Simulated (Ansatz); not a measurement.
# CH4BFN2: the cost of one run

Program: Ansatz 0.2.0, Gaussian basis. Level of theory: the settings change from run to run. These are calculated values, not measurements.

### Step 1. The molecule

The geometry comes from an earlier relaxation with PBE0-D4 in a triple-zeta def2 set; it is a stationary point, not always the lowest conformer.

SMILES `FB1NCN1`, 9 atoms, charge 0, spin multiplicity 1.

Atoms are counted from 1 here; the program's logs count them from 0.

Bond lengths: F1–B2 1.323 Å, B2–N3 1.428 Å, B2–N5 1.428 Å, N3–C4 1.464 Å, N3–H6 1.004 Å, C4–N5 1.464 Å, C4–H7 1.095 Å, C4–H8 1.095 Å, N5–H9 1.004 Å. Angles: F1–B2–N3 132.9°, F1–B2–N5 132.9°, N3–B2–N5 94.2°, B2–N3–C4 87.3°, B2–N3–H6 134.0°, C4–N3–H6 123.3°, N3–C4–N5 91.2°, N3–C4–H7 114.1°, N3–C4–H8 113.3°, N5–C4–H7 113.3°, N5–C4–H8 114.1°, H7–C4–H8 110.0°, B2–N5–C4 87.3°, B2–N5–H9 134.0°, C4–N5–H9 123.3°.

### Step 2. B97M-V/cc-pVTZ

This run has relativity set to scalar, high accuracy.

File in.yaml:

```yaml
crystal:
  periodic: [false, false, false]
  atoms:
    - {symbol: F, position_ang: [1.881317, -0.113579, 1.550991]}
    - {symbol: B, position_ang: [0.864307, -0.054654, 0.707109]}
    - {symbol: N, position_ang: [0.760438, 0.328193, -0.664941]}
    - {symbol: C, position_ang: [-0.670630, 0.034264, -0.566521]}
    - {symbol: N, position_ang: [-0.526652, -0.350873, 0.838812]}
    - {symbol: H, position_ang: [1.306548, 0.137726, -1.485551]}
    - {symbol: H, position_ang: [-1.002867, -0.788501, -1.208862]}
    - {symbol: H, position_ang: [-1.304882, 0.912992, -0.726160]}
    - {symbol: H, position_ang: [-1.219078, -0.151966, 1.538023]}
basis:
  gaussian: {orbitals: cc-pVTZ}
hamiltonian: {xc: {name: B97M-V}, pseudopotentials: {relativity: scalar}}
accuracy: high
```

On the command line:

```console
$ ansatz run in.yaml --threads 2 --pin off --events-out ev --progress --plain --max-ram 4352MiB
```

What time and memory should one allow on 2 threads of Arm Neoverse V1, shared host?

About 61 s, with a peak of 1.3 GiB.
